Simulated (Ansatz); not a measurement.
2 structures of As: a ranking of polymorphs by energy, run with Ansatz 0.2.0 through its Python package.

Script `polymorphs.py`:
```python
'''Polymorphs of As, after relaxing cells and atoms.'''

import csv
import logging
import sys
import warnings

import ansatz as az
import numpy as np

logging.basicConfig(stream=sys.stdout, format='%(levelname)s:%(name)s:%(message)s')
logger = logging.getLogger('run')
logger.setLevel(logging.INFO)

PHASES = {
    'R-3m': (
        [(1.8808, 1.08588, 3.51406), (-1.8808, 1.08588, 3.51406), (0.0, -2.17176, 3.51406)],
        [
            ('As', (0.774, 0.774, 0.774)),
            ('As', (0.226, 0.226, 0.226)),
        ],
    ),
    'Pm-3m': (
        [(2.70368, 0.0, 0.0), (0.0, 2.70368, 0.0), (0.0, 0.0, 2.70368)],
        [
            ('As', (0.5, 0.5, 0.5)),
        ],
    ),
}


def build(vectors, sites):
    crystal = az.Crystal(lattice=az.Lattice.of(vectors))
    for symbol, position in sites:
        crystal = crystal.atom(symbol, position)
    return crystal


def run_phase(name, crystal):
    calc = crystal.calculation()
    calc = calc.functional('LDA')
    calc = calc.scf(tolerance=1e-07)
    calc = calc.pseudopotentials('nc')
    calc = calc.kpoints(spacing=0.26)
    calc = calc.occupations('cold', width=0.1)
    calc = calc.stress()
    calc = calc.band_table()
    calc = calc.relax(force_tolerance=0.01, max_steps=60, cell=True)
    return calc.run(threads=1)


def volume_per_atom(outcome):
    return abs(np.linalg.det(outcome.lattice.cell_ang)) / len(outcome.lattice.sites)


def pressure_gpa(outcome):
    return float(np.trace(outcome.report['stress_gpa']) / 3)

warnings.simplefilter('ignore', az.DeckWarning)

phases = {name: build(*cell) for name, cell in PHASES.items()}

done = {name: run_phase(name, crystal) for name, crystal in phases.items()}

energy = {name: o.report['energy_sigma0_ev'] / len(o.lattice.sites) for name, o in done.items()}
lowest = min(energy.values())
rows = [(name, len(o.lattice.sites), 1000 * (energy[name] - lowest), volume_per_atom(o), pressure_gpa(o)) for name, o in done.items()]
rows.sort(key=lambda row: row[2])
with open('polymorphs.csv', 'w', newline='') as handle:
    writer = csv.writer(handle)
    writer.writerow(['phase', 'atoms', 'dE (meV/atom)', 'V (A^3/atom)', 'P (GPa)'])
    writer.writerows([round(v, 4) if isinstance(v, float) else v for v in row] for row in rows)
print(open('polymorphs.csv').read())
print('lowest in energy:', rows[0][0])
```

Which of these structures comes out lowest, and how far apart are they?

By space group at the end of each run: R-3m (+0 meV an atom, 20.4 Å³) and Pm-3m (+76 meV an atom, 18.9 Å³).

What the script printed:

```console
$ python polymorphs.py
phase,atoms,dE (meV/atom),V (A^3/atom),P (GPa)
R-3m,2,0.0,20.3947,-0.0136
Pm-3m,1,75.9714,18.9479,-0.0032

lowest in energy: R-3m
```

Reading the output:
- The settings weren't tested for convergence.
- For the metals among these phases the mesh is modest: differences between phases can be off by up to 40 meV an atom.
- The program warned that this SCF threshold is loose for forces or stresses.
- Pressure is positive in compression.
- The cells come from databases of deposited and of computed structures, and not all need be stable phases.
- The ranking holds among these structures alone, at zero temperature; the ground state may be another structure. Differences under about 40 meV an atom lie within the error of mesh and functional.
- The script silences the warnings on its input, which a real study should read.
- Timing: 88 s on 1 thread of Arm Neoverse V2 (shared host), peak memory 0.49 GiB.
